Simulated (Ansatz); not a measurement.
# FH5OSi2: the cost of one run

Program: Ansatz 0.2.0. Level of theory: RKS PBE/def2-SVP. These are calculated values, not measurements.

### Step 1. Starting point

Bond lengths: O1–Si2 1.700 Å, Si2–F3 1.623 Å, Si2–Si4 2.388 Å, O1–H5 0.989 Å, Si2–H6 1.470 Å, Si4–H7 1.491 Å, Si4–H8 1.465 Å, Si4–H9 1.485 Å. Angles: O1–Si2–F3 107.9°, O1–Si2–Si4 109.9°, O1–Si2–H6 108.6°, F3–Si2–Si4 111.6°, F3–Si2–H6 107.3°, Si4–Si2–H6 111.4°, Si2–O1–H5 108.6°, Si2–Si4–H7 108.4°, Si2–Si4–H8 110.7°, Si2–Si4–H9 108.6°, H7–Si4–H8 108.2°, H7–Si4–H9 109.9°, H8–Si4–H9 111.0°.

Structure file:

```xyz
9

O    -0.4988   -0.9502    1.7357
Si   -0.8588   -0.2719    0.2187
F    -1.8253    1.0089    0.4625
Si    1.1595    0.3514   -0.8947
H    -0.9422   -0.4110    2.4362
H    -1.6227   -1.2529   -0.5653
H     0.8051    0.9447   -2.2155
H     2.0038   -0.8221   -1.1318
H     1.8679    1.3567   -0.0628
```

### Step 2. Preparing the start

File input.yaml:

```yaml
crystal:
  periodic: [false, false, false]
  atoms:
    - { symbol: O, position_ang: [-0.4988, -0.9502, 1.7357] }
    - { symbol: Si, position_ang: [-0.8588, -0.2719, 0.2187] }
    - { symbol: F, position_ang: [-1.8253, 1.0089, 0.4625] }
    - { symbol: Si, position_ang: [1.1595, 0.3514, -0.8947] }
    - { symbol: H, position_ang: [-0.9422, -0.411, 2.4362] }
    - { symbol: H, position_ang: [-1.6227, -1.2529, -0.5653] }
    - { symbol: H, position_ang: [0.8051, 0.9447, -2.2155] }
    - { symbol: H, position_ang: [2.0038, -0.8221, -1.1318] }
    - { symbol: H, position_ang: [1.8679, 1.3567, -0.0628] }
basis:
  gaussian: { orbitals: def2-SVP }
hamiltonian:
  xc: pbe
relax:
  f_tol: 0.02
  max_steps: 40
```

The run is started by

```bash
$ ansatz run input.yaml --threads 2 --pin off --max-ram 3072MiB --backend cpu --events-out ev --progress --plain --runs-dir out
```

Q: Estimate wall time and peak memory on 2 threads of Arm Neoverse N1, shared host.

About 43 s, with a peak of 0.12 GiB.
